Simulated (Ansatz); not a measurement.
# C₃H₁₁BO: one species, many methods

How much do the methods differ for C₃H₁₁BO? The plan is to run it at one geometry with functionals of several rungs and with coupled cluster, and see how far each lands from CCSD(T) at the basis-set limit for the atomisation energy.

The runs use Ansatz 0.2.0, Gaussian basis; functionals in def2-TZVPP, the program's frozen cores in correlated methods.

Plan: LDA (SPW92), PBE-D4, revPBE-D4, BLYP-D4, r2SCAN-D4, B97M-V, PBE0-D4, B3LYP-D4, r2SCANh-D4, r2SCAN0-D4, HSE06-D4, BHLYP-D4, CAM-B3LYP-D4, LC-ωPBE, ωB97X-V, ωB97M-V, B2PLYP, PBE-QIDH; CCSD(T)/def2-SVP; CCSD(T)/def2-TZVPP; MP2/def2-QZVPP; extrapolation to the limit; RPA on PBE.

**1. The geometry**

The geometry comes from an earlier relaxation with PBE0-D4 in a triple-zeta def2 set; it is a stationary point, not always the lowest conformer.

SMILES `C[OH+][BH-](C)C`, 16 atoms, charge 0, spin multiplicity 1.

Atoms are counted from 1 here; the program's logs count them from 0.

Bond lengths: C1–O2 1.429 Å, C1–H6 1.091 Å, C1–H7 1.087 Å, C1–H8 1.091 Å, O2–B3 1.706 Å, O2–H9 0.964 Å, B3–C4 1.597 Å, B3–C5 1.601 Å, B3–H10 1.215 Å, C4–H11 1.095 Å, C4–H12 1.099 Å, C4–H13 1.094 Å, C5–H14 1.096 Å, C5–H15 1.099 Å, C5–H16 1.095 Å. Angles: O2–C1–H6 109.2°, O2–C1–H7 105.9°, O2–C1–H8 111.1°, H6–C1–H7 110.1°, H6–C1–H8 110.8°, H7–C1–H8 109.6°, C1–O2–B3 117.3°, C1–O2–H9 110.4°, B3–O2–H9 107.7°, O2–B3–C4 102.1°, O2–B3–C5 106.3°, O2–B3–H10 99.3°, C4–B3–C5 116.1°, C4–B3–H10 115.3°, C5–B3–H10 114.8°, B3–C4–H11 109.2°, B3–C4–H12 113.5°, B3–C4–H13 113.5° and more.

**2. LDA**

This LDA is Slater exchange with PW92 correlation.

in.yaml reads:

```yaml
crystal:
  periodic: [false, false, false]
  atoms:
    - {symbol: C, position_ang: [-0.157649, 1.923872, 0.897934]}
    - {symbol: O, position_ang: [0.543059, 0.682557, 0.791852]}
    - {symbol: B, position_ang: [0.259104, -0.261230, -0.600752]}
    - {symbol: C, position_ang: [1.250713, -1.493079, -0.378461]}
    - {symbol: C, position_ang: [-1.304468, -0.606883, -0.597894]}
    - {symbol: H, position_ang: [0.223084, 2.478247, 1.756374]}
    - {symbol: H, position_ang: [0.053444, 2.465320, -0.021112]}
    - {symbol: H, position_ang: [-1.232481, 1.760988, 0.987560]}
    - {symbol: H, position_ang: [0.364580, 0.129467, 1.561363]}
    - {symbol: H, position_ang: [0.603380, 0.535856, -1.450797]}
    - {symbol: H, position_ang: [1.205738, -2.152736, -1.251585]}
    - {symbol: H, position_ang: [0.982561, -2.120563, 0.483453]}
    - {symbol: H, position_ang: [2.297477, -1.195216, -0.263631]}
    - {symbol: H, position_ang: [-1.517620, -1.249642, -1.459207]}
    - {symbol: H, position_ang: [-1.623329, -1.176401, 0.286448]}
    - {symbol: H, position_ang: [-1.970595, 0.256844, -0.697144]}
basis:
  gaussian: {orbitals: def2-TZVPP}
hamiltonian: {xc: lda}
output: {orbitals: {seedname: orbitals}}
```

The run is started by

```
$ ansatz run in.yaml --threads 4 --pin off --events-out ev --progress --plain --max-ram 10444MiB
```

After this run come: PBE-D4 (GGA); revPBE-D4 (GGA); BLYP-D4 (GGA); r2SCAN-D4 (meta-GGA); B97M-V (meta-GGA); B3LYP-D4 (hybrid); r2SCANh-D4 (hybrid); r2SCAN0-D4 (hybrid); HSE06-D4 (hybrid); BHLYP-D4 (hybrid); CAM-B3LYP-D4 (range-separated); LC-ωPBE (range-separated); ωB97X-V (range-separated); ωB97M-V (range-separated); B2PLYP (double hybrid); PBE-QIDH (double hybrid); CCSD(T) in def2-SVP; CCSD(T) in def2-TZVPP; MP2 in def2-QZVPP; RPA on PBE orbitals.

Before running them: what should the planned runs give, taken together? Wanted: atomisation energy, CCSD(T)/CBS; farthest beyond LDA; mean size of error, GGA; mean size of error, meta-GGA; mean size of error, hybrid; mean size of error, range-separated; mean size of error, double hybrid; gap, smallest and largest; T1 diagnostic.

The runs gave:

```
                               quantity                                                                                                     value
        atomisation energy, CCSD(T)/CBS                                                                                           1419.0 kcal/mol
functionals within 7.1 kcal/mol (0.5 %)  BLYP-D4, r2SCAN-D4, B97M-V, PBE0-D4, B3LYP-D4, r2SCANh-D4, HSE06-D4, LC-ωPBE, ωB97X-V, ωB97M-V, PBE-QIDH
                    farthest beyond LDA                                                                                 BHLYP-D4 (-28.4 kcal/mol)
                mean size of error, GGA                                                                                             11.6 kcal/mol
           mean size of error, meta-GGA                                                                                              3.8 kcal/mol
             mean size of error, hybrid                                                                                              8.2 kcal/mol
    mean size of error, range-separated                                                                                              5.1 kcal/mol
      mean size of error, double hybrid                                                                                              8.9 kcal/mol
              gap, smallest and largest                                                                 5.45 eV (LDA (SPW92)), 12.80 eV (LC-ωPBE)
                          T1 diagnostic                                                                                                    0.0096
triples share of the correlation energy                                                                                                     3.5 %
```

In words: The LDA atomisation energy is off by 188.3 kcal/mol (13 %): it overbinds. PBE-D4 is off by +20.0 kcal/mol. Double hybrids carry the basis error of their MP2 part in triple zeta, and no dispersion term here, so their miss is partly the set-up's. The rungs meta-GGA, range-separated miss on average by less than the doubt on the reference (7.1 kcal/mol), so they tie. The reference freezes the cores and leaves out relativity and excitations past (T), so misses under about 7.1 kcal/mol can't be ranked. Hartree-Fock recovers 75 % of the binding; the rest is correlation. CCSD(T) in def2-SVP is off by -56.7 kcal/mol, worse than the median functional, from the basis alone. The gap grows from 5.4 to 12.8 eV across the functionals, mostly with the share of exact exchange.
